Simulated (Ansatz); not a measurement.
Here is an Ansatz input file for BaIrO3 (distorted cell). Write the same calculation for the Python package.

```yaml
crystal:
  lattice:
    - [4.09426, -0.014, 0.07167]
    - [-0.014, 4.08971, -0.0292]
    - [0.07167, -0.0292, 4.11972]
  atoms:
    - { symbol: Ba, position: [0.49247, 0.49468, 0.49446] }
    - { symbol: Ir, position: [0.00786, 0.01086, 0.00633] }
    - { symbol: O, position: [0.51257, 0.97827, 0.0102] }
    - { symbol: O, position: [0.01187, 0.48599, 0.00258] }
    - { symbol: O, position: [0.00325, 0.98929, 0.49482] }
basis:
  ecutwfc: 435.3821799358
kpoints:
  mp_grid: { grid: [4, 4, 4] }
hamiltonian:
  xc: pbesol
  pseudopotentials: { kind: paw }
scf:
  convergence: { dr2_threshold: 1.0e-07 }
  occupations: { method: fermi_dirac, width: 0.05 }
output:
  write_density: true
  write_potential: true
  volumetric_format: npy
  elf: true
  efg: {}
  forces: true
  stress: true
```

Launched from the shell:
```console
$ ansatz run input.yaml --threads 1 --pin off --max-ram 3072MiB --backend cpu --events-out ev --progress --plain --runs-dir out
Warning: output.stress: scf.convergence.dr2_threshold = 1e-7 eV (the SCF's general default) is looser than the 5e-10 eV advised for a printed stress (1e-10 eV for each atom of the cell: 5). What an SCF threshold leaves in a stress goes as its square root, and in the free energy as the threshold itself, and one threshold admits the most on a small cell: of the crystals measured, under no hybrid [...]
Ba, Ir: output.efg is read without spin–orbit coupling, which moves field gradients at and beside such atoms by some per cent and up to a factor of two; PAW files take it under magnetization.noncollinear and magnetization.spin_orbit
Engine: ansatz 0.2.0, aarch64-unknown-linux-gnu
Pseudopotentials: kind: paw
Pseudopotential: Ba, paw, valence charge 10, recommended cutoff 420 eV (normal), Ba.paw.azcp
Pseudopotential: Ir, paw, valence charge 17, recommended cutoff 420 eV (normal), Ir.paw.azcp
Pseudopotential: O, paw, valence charge 6, recommended cutoff 420 eV (normal), O.paw.azcp
Functional definition: PBEsol
  exchange = pbesol_x
  correlation = pbesol_c
Crystal: 5 atoms, lattice volume = 68.957 Å³
Basis set: ecut = 435.3821799358 eV, 1395 PW (Γ), exchange–correlation on 60×60×60 points (8 copies of the dense FFT grid, shifted against one another)
Bands: 28, of which v1, the nominal top of the filled ones, is band 23 counted from 1 (22 counted from 0)
Symmetry: 1 space group operations
Space group: P1 (ITA 1), of the structure as read, at distance tolerance 4.1e-5 Å
k-points: 36 of 64 (time reversal used)
Non-local potential: Ba, projectors of the file, l = 0: 3, l = 1: 2, l = 2: 2, l = 3: 2
Non-local potential: Ir, projectors of the file, l = 0: 3, l = 1: 2, l = 2: 2, l = 3: 1
Non-local potential: O, projectors of the file, l = 0: 2, l = 1: 2, l = 2: 1
PAW form: soft (Blöchl's): semilocal exchange-correlation on the pseudo side does not see the compensation charge
PAW frozen core: Ba, regenerated for the run's functional, and the local potential with it (the file was generated under x = pbe(κ = 0.804, μ = 0.2195149727645171), c = pbe(β = 0.06672455060314922))
PAW frozen core: Ir, regenerated for the run's functional, and the local potential with it (the file was generated under x = pbe(κ = 0.804, μ = 0.2195149727645171), c = pbe(β = 0.06672455060314922))
PAW frozen core: O, regenerated for the run's functional, and the local potential with it (the file was generated under x = pbe(κ = 0.804, μ = 0.2195149727645171), c = pbe(β = 0.06672455060314922))
PAW one-centre angular grid: Ba, 194 points (default); XC on 64 Gauss nodes
PAW one-centre angular grid: Ir, 590 points (default); XC on 64 Gauss nodes
PAW one-centre angular grid: O, 110 points (default); XC on 64 Gauss nodes
Initial density: superposition of atomic densities (neutral atoms: chi_scale 0, normalization atom), corrected by the library's trained network
Initial wavefunctions: pseudopotential atomic-orbital guess
Functional: x = pbesol(κ = 0.804, μ = 0.12345679012345678), c = pbesol(β = 0.046)
SCF iter   1: F=—  HF=-19344.288669 eV  |F-HF|=—  |Δ(HF+E_count)|=         —  Δρ=1.78e-2  dr2=1.89e-1  ethr=1.77e-3  ⟨swp⟩=7.9  Hψ=4924  notcnv=0
preconditioner: auto → Kerker (q_TF=auto, 2.541 Å⁻¹)  [metal: Δε(μ)=0.031 eV  Ē_g=12.555 eV  σ=0.050 eV  W_gap=0.15  n_scr=18 (ndim 8)  ℏωp=27.2 eV  f_vac=0.001  D(μ)=5.14/eV (n_scr^D=56)]
SCF iter   2: F=—  HF=-19344.248990 eV  |F-HF|=—  |Δ(HF+E_count)|=   3.97e-2  Δρ=6.47e-3  dr2=3.07e-2  ethr=4.21e-4  ⟨swp⟩=2.3  Hψ=2218  notcnv=0  defer=14
SCF iter   3: F=—  HF=-19344.242656 eV  |F-HF|=—  |Δ(HF+E_count)|=   6.33e-3  Δρ=1.41e-3  dr2=8.76e-4  ethr=6.82e-5  ⟨swp⟩=2.0  Hψ=1606  notcnv=0  defer=14
SCF iter   4: F=—  HF=-19344.242574 eV  |F-HF|=—  |Δ(HF+E_count)|=   8.22e-5  Δρ=2.57e-4  dr2=7.43e-5  ethr=1.95e-6  ⟨swp⟩=2.9  Hψ=1749  notcnv=0  defer=14
SCF iter   5: F=—  HF=-19344.242560 eV  |F-HF|=—  |Δ(HF+E_count)|=   1.39e-5  Δρ=1.31e-4  dr2=1.16e-5  ethr=1.65e-7  ⟨swp⟩=2.0  Hψ=1731  notcnv=0  defer=14
SCF iter   6: F=—  HF=-19344.242558 eV  |F-HF|=—  |Δ(HF+E_count)|=   1.86e-6  Δρ=3.19e-5  dr2=1.38e-6  ethr=2.58e-8  ⟨swp⟩=2.7  Hψ=1740  notcnv=0  defer=14
SCF iter   7: F=-19344.242557 eV  HF=-19344.242558 eV  |F-HF|=4.97e-8  |Δ(HF+E_count)|=   2.81e-7  Δρ=1.10e-5  dr2=7.79e-8  ethr=2.22e-10  ⟨swp⟩=11.1  Hψ=8475  notcnv=0
SCF 1 converged in 7 iterations: F = -19344.242557 eV  dr2 = 7.79e-8
  greatest PAW one-centre occupation: 1.000 electrons in one spin orbital (limit 2), on the Ir atom at site 1 (counted from 0), in its partial waves of l = 0
SCF converged after 7 iterations
Free energy (F): -19344.242557 eV
Harris-Foulkes:  -19344.242558 eV  (|F-HF|=4.97e-8)
Internal energy: -19344.201280 eV  (E = F + TS)
E sigma→0 (E₀):  -19344.221919 eV
Entropy (-TS):   -0.041277 eV (-8.255 meV/atom)
Fermi energy:    12.565205 eV
--- Per-component energies (eV) ---
  E_band       = -242.104026
  E_kinetic    = 1309.783042
  E_local      = -3170.605912  (includes V_loc(G=0)·N_el)
  E_nonlocal   = 279.769954
  E_hartree    = 1213.948038
  E_xc         = -649.363842
  E_vxc        = -712.453445  (∫ρ·V_xc dr)
  E_paw        = -14684.806635  (= ΣΔE_a)
  E_vpaw       = -376.510116  (= ΣTr[D̂ρ^β])
  E_aug_tail   = 0.007033  (compensation charges beyond the density's cutoff)
  E_ewald      = -3643.455540
  E_core_change = 0.522582  (= ΣΔE_core)
  E_smearing   = -0.041277  (= −TS)
  E_closure    = 0.000000  (closes the sum)
  Σ components = -19344.242557   (vs F -19344.242557, Δ=0.00e0)
--- Forces (eV/Å), atoms counted from 1 ---
  atom   1  Ba     0.18571549     0.16343709     0.09732424
  atom   2  Ir     0.01592057    -1.47129112    -0.45168588
  atom   3  O     -0.22299829     0.17776968    -0.07987404
  atom   4  O     -0.00375856     1.05107003    -0.03059569
  atom   5  O      0.02514077     0.07900766     0.46486160
  max |Σ_I F_I| component: 3.02e-5 eV/Å
--- Stress (GPa, compression-positive) ---
      -10.170879       0.505453      -2.177419
        0.505452      -8.093738       0.776007
       -2.177420       0.776008     -10.115825
  P = ⅓ Tr σ = -9.4601 GPa (-94.601 kbar)
--- PAW observables at the nuclei: V_zz in 10²¹ V/m², potentials from the cell's mean, atoms counted from 1 ---
  atom   1  Ba V_zz =    +2.365577   η = 0.4076   by run symmetry: allowed
            electrostatic potential = -9629.417042 V   contact ρ = none
  atom   2  Ir V_zz =    -2.947179   η = 0.7184   by run symmetry: allowed
            electrostatic potential = -15781.280696 V   contact ρ = none
  atom   3  O  V_zz =   +14.010010   η = 0.0824   by run symmetry: allowed
            electrostatic potential = -628.712830 V   contact ρ = none
  atom   4  O  V_zz =   +13.784204   η = 0.0209   by run symmetry: allowed
            electrostatic potential = -628.622297 V   contact ρ = none
  atom   5  O  V_zz =   +14.575671   η = 0.0653   by run symmetry: allowed
            electrostatic potential = -628.760724 V   contact ρ = none
--- Band table (eV; the first three rows and the last of 36) ---
  k-point 0: bands = ["-80.8003", "-37.6699", "-37.6219", "-37.5703", "-13.7911", "-6.4273", "-5.7317", "-5.5865", "0.9810", "1.0379", "1.0724", "7.7309", "7.8283", "7.9347", "9.0267", "9.0411", "9.5251", "9.6135", "9.8782", "9.9756", "10.1558", "10.5868", "10.7276", "12.1253", "12.3775", "15.9280", "15.9912", "16.3157"]
  k-point 1: bands = ["-80.8003", "-37.6700", "-37.6227", "-37.5715", "-13.7477", "-6.4645", "-5.7015", "-5.4614", "1.0890", "1.1074", "1.1569", "6.1797", "7.7032", "7.7445", "8.2271", "8.3701", "8.9990", "9.3102", "9.3722", "9.7021", "10.5460", "11.4952", "11.5455", "12.3453", "13.8186", "16.7547", "16.8982", "17.8848"]
  k-point 2: bands = ["-80.8003", "-37.6702", "-37.6235", "-37.5727", "-13.7034", "-6.5542", "-5.6866", "-5.2345", "1.1501", "1.1743", "1.2968", "4.9034", "7.5824", "7.6117", "7.8049", "7.9470", "8.8103", "8.8885", "9.0671", "9.5139", "10.5033", "12.2955", "12.4254", "12.4441", "14.4183", "17.6643", "18.1134", "18.9432"]
  k-point 35: bands = ["-80.8004", "-37.6746", "-37.6264", "-37.5745", "-13.5894", "-5.5013", "-5.3490", "-5.2528", "0.3770", "0.4026", "0.4278", "4.4133", "4.8358", "4.9631", "7.1447", "7.3263", "7.3689", "10.6388", "10.6897", "10.7701", "13.1470", "13.1574", "13.1810", "16.8970", "17.0805", "17.3552", "17.6246", "18.0479"]
```

`scf_bairo3.py`
```python
# -*- coding: utf-8 -*-
"""Single point of BaIrO3, distorted."""

from pathlib import Path
import warnings

import ansatz as az
import numpy as np

warnings.simplefilter("ignore", az.DeckWarning)

vectors = np.array([
    [4.09426, -0.014, 0.07167],
    [-0.014, 4.08971, -0.0292],
    [0.07167, -0.0292, 4.11972],
])
cell = (
    az.Lattice.of(vectors)
    .atom("Ba", (0.49247, 0.49468, 0.49446))
    .atom("Ir", (0.00786, 0.01086, 0.00633))
    .atom("O", (0.51257, 0.97827, 0.0102))
    .atom("O", (0.01187, 0.48599, 0.00258))
    .atom("O", (0.00325, 0.98929, 0.49482))
)

# the calculation
base = cell.calculation()
base = base.functional(az.Functional.PBESOL).pseudopotentials("paw")
base = base.basis(16 * az.Ha).kpoints(4, 4, 4)
base = base.occupations("Fermi-Dirac", width=0.05)
base = base.scf(tolerance=1e-07)
base = base.forces()
base = base.density().potential()
base = base.electron_localization_function()
base = base.output_files(volumetric_format="npy").stress()
base = base.electric_field_gradient()
outcome = base.run(threads=1)
r = outcome.report

print("%-22s %14.5f eV" % ("F = E - TS", r["free_energy_ev"]))
print("%-22s %14.5f eV" % ("E", r["internal_energy_ev"]))
print("%-22s %14.5f eV" % ("Harris-Foulkes", r["harris_foulkes_ev"]))
print("%-22s %14.5f eV" % ("Fermi level", r["fermi_energy_ev"]))

# forces, one row an atom
print("forces (eV/A)")
for site, force in zip(outcome.lattice.sites, r["forces_ev_ang"]):
    print(f"  {site.symbol:2s} {force[0]:9.4f} {force[1]:9.4f} {force[2]:9.4f}")

folder = Path(outcome.write_results("fields"))
print("densities in e/A^3, potentials in eV, ELF without unit")
for name in sorted(p.name for p in folder.glob("*.npy")):
    field = np.load(folder / name)
    print(f"{name:16s} {str(field.shape):16s} min {field.min():10.4f}  mean {field.mean():10.4f}  max {field.max():10.4f}")

# the stress is positive in compression
sigma = r["stress_gpa"]
voigt = [sigma[0][0], sigma[1][1], sigma[2][2], sigma[1][2], sigma[0][2], sigma[0][1]]
print("stress xx yy zz yz xz xy (GPa, compression positive):", " ".join(f"{s:.3f}" for s in voigt))
print("P =", round(10 * float(np.mean(voigt[:3])), 2), "kbar")

for row in r["efg"]:
    print({k: round(v, 4) if isinstance(v, float) else v for k, v in row.items() if not isinstance(v, (list, dict))})
```

```console
$ python scf_bairo3.py
F = E - TS               -19344.24256 eV
E                        -19344.20128 eV
Harris-Foulkes           -19344.24256 eV
Fermi level                  12.56521 eV
forces (eV/A)
  Ba    0.1857    0.1634    0.0973
  Ir    0.0159   -1.4713   -0.4517
  O    -0.2230    0.1778   -0.0799
  O    -0.0038    1.0511   -0.0306
  O     0.0251    0.0790    0.4649
densities in e/A^3, potentials in eV, ELF without unit
elf.npy          (30, 30, 30)     min     0.0000  mean     0.3435  max     0.8842
rho.npy          (30, 30, 30)     min     0.0326  mean     0.6526  max     9.0281
v_es.npy         (30, 30, 30)     min   -72.7957  mean     6.0607  max    16.4482
v_tot.npy        (30, 30, 30)     min  -102.9212  mean    -5.5533  max     9.7661
stress xx yy zz yz xz xy (GPa, compression positive): -10.171 -8.094 -10.116 0.776 -2.177 0.505
P = -94.6 kbar
{'site': 1, 'element': 'Ba', 'v_zz_1e21_v_m2': 2.3656, 'eta': 0.4076, 'by_run_symmetry': 'allowed', 'electrostatic_potential_v': -9629.417}
{'site': 2, 'element': 'Ir', 'v_zz_1e21_v_m2': -2.9472, 'eta': 0.7184, 'by_run_symmetry': 'allowed', 'electrostatic_potential_v': -15781.2807}
{'site': 3, 'element': 'O', 'v_zz_1e21_v_m2': 14.01, 'eta': 0.0824, 'by_run_symmetry': 'allowed', 'electrostatic_potential_v': -628.7128}
{'site': 4, 'element': 'O', 'v_zz_1e21_v_m2': 13.7842, 'eta': 0.0209, 'by_run_symmetry': 'allowed', 'electrostatic_potential_v': -628.6223}
{'site': 5, 'element': 'O', 'v_zz_1e21_v_m2': 14.5757, 'eta': 0.0653, 'by_run_symmetry': 'allowed', 'electrostatic_potential_v': -628.7607}
```

Reading the output:
- Absolute energies stand on the zero of these potentials, so only differences at equal settings mean something. A total without «per atom» is that of the cell as typed.
- The cell holds an odd number of electrons and is run without spin, so a magnetic state may lie lower.
- For a metal this k-point mesh is coarse: on a finer one energies can move by several to tens of meV an atom and pressures by half a GPa or more, differences at one mesh by less.
- Only differences from the Fermi energy are physical; the zero of the scale is a convention.
- The program warned that this SCF threshold is loose for forces or stresses.
- Spin-orbit coupling, which matters for elements this heavy, is left out.
- Grid values close to the nuclei reflect the PAW or pseudopotential construction, not the all-electron fields.
- The cell is a database structure, distorted on purpose.
- The script silences the warnings on its input, which a real study should read.
- Run time: 11 s on 1 thread of Arm Neoverse V2, with other jobs on the host, peak memory 0.49 GiB.

(A comment or docstring line of the script was reworded after the run, the code is as it ran; lines on the test bed's own set-up are left out of the output.)
